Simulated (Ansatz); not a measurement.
# CH3BN2: basis-set convergence

One table from this session's results is given with a row withheld; the runs are named, their logs left out.

The runs use Ansatz 0.2.0, Gaussian basis; one geometry, several basis sets.

The runs, in order: PBE0-D4/def2-SVP; ωB97M-V/def2-SVP; PBE0-D4/def2-QZVPP; ωB97M-V/def2-QZVPP; the functionals' def2-TZVPP values are taken from earlier runs.

**The geometry**

All runs share one geometry, relaxed beforehand with PBE0-D4 in a triple-zeta def2 set.

7 atoms, charge 0, spin multiplicity 1.

Atoms are counted from 1 here; the program's logs count them from 0.

Bond lengths: N1–B2 1.383 Å, N1–H5 1.005 Å, N1–H6 1.004 Å, B2–C3 1.451 Å, B2–N4 1.446 Å, C3–N4 1.295 Å, C3–H7 1.087 Å. Angles: B2–N1–H5 122.3°, B2–N1–H6 123.2°, H5–N1–H6 114.5°, N1–B2–C3 162.1°, N1–B2–N4 144.7°, C3–B2–N4 53.1°, B2–C3–N4 63.2°, B2–C3–H7 166.8°, N4–C3–H7 130.0°, B2–N4–C3 63.6°.

Geometry (Å):

```
N    -0.7349    1.0918    0.1097
B    -0.0380   -0.0936   -0.0374
C     1.0316   -1.0741   -0.0540
N    -0.1440   -1.4876   -0.4072
H    -1.7190    1.1641   -0.0817
H    -0.3068    1.9470    0.4138
H     1.9723   -1.6157    0.0112
```

The first run:

in.yaml

```yaml
crystal:
  periodic: [false, false, false]
  atoms:
    - {symbol: N, position_ang: [-0.734866, 1.091842, 0.109685]}
    - {symbol: B, position_ang: [-0.038021, -0.093624, -0.037374]}
    - {symbol: C, position_ang: [1.031636, -1.074089, -0.054021]}
    - {symbol: N, position_ang: [-0.144037, -1.487572, -0.407243]}
    - {symbol: H, position_ang: [-1.718994, 1.164105, -0.081733]}
    - {symbol: H, position_ang: [-0.306847, 1.947033, 0.413843]}
    - {symbol: H, position_ang: [1.972331, -1.615696, 0.011243]}
basis:
  gaussian: {orbitals: def2-SVP}
hamiltonian: {xc: pbe0, dispersion: d4}
output: {orbitals: {seedname: orbitals}}
```

On the command line:

```bash
> ansatz run in.yaml --threads 2 --pin off --events-out ev --progress --plain --max-ram 4352MiB
```

Among the steps run: PBE0-D4 in def2-SVP; ωB97M-V in def2-SVP; PBE0-D4 in def2-QZVPP; ωB97M-V in def2-QZVPP.

One of the session's tables, all rows but one given; the rest of the session is left out.

It belongs to the step «Density functionals: the series». 

```
functional       basis  HOMO (eV)  LUMO (eV)
   PBE0-D4    def2-SVP      -6.71      -0.20
   PBE0-D4  def2-TZVPP          ?          ?
   PBE0-D4  def2-QZVPP      -6.90      -0.57
   ωB97M-V    def2-SVP      -9.02       2.28
   ωB97M-V  def2-TZVPP      -9.19       1.85
   ωB97M-V  def2-QZVPP      -9.22       1.60
```

Q: Estimate the row for PBE0-D4, def2-TZVPP from the others.

As computed: HOMO (eV): -6.87; LUMO (eV): -0.49. In the column «HOMO (eV)» it lies between PBE0-D4, def2-QZVPP (-6.90) and PBE0-D4, def2-SVP (-6.71).
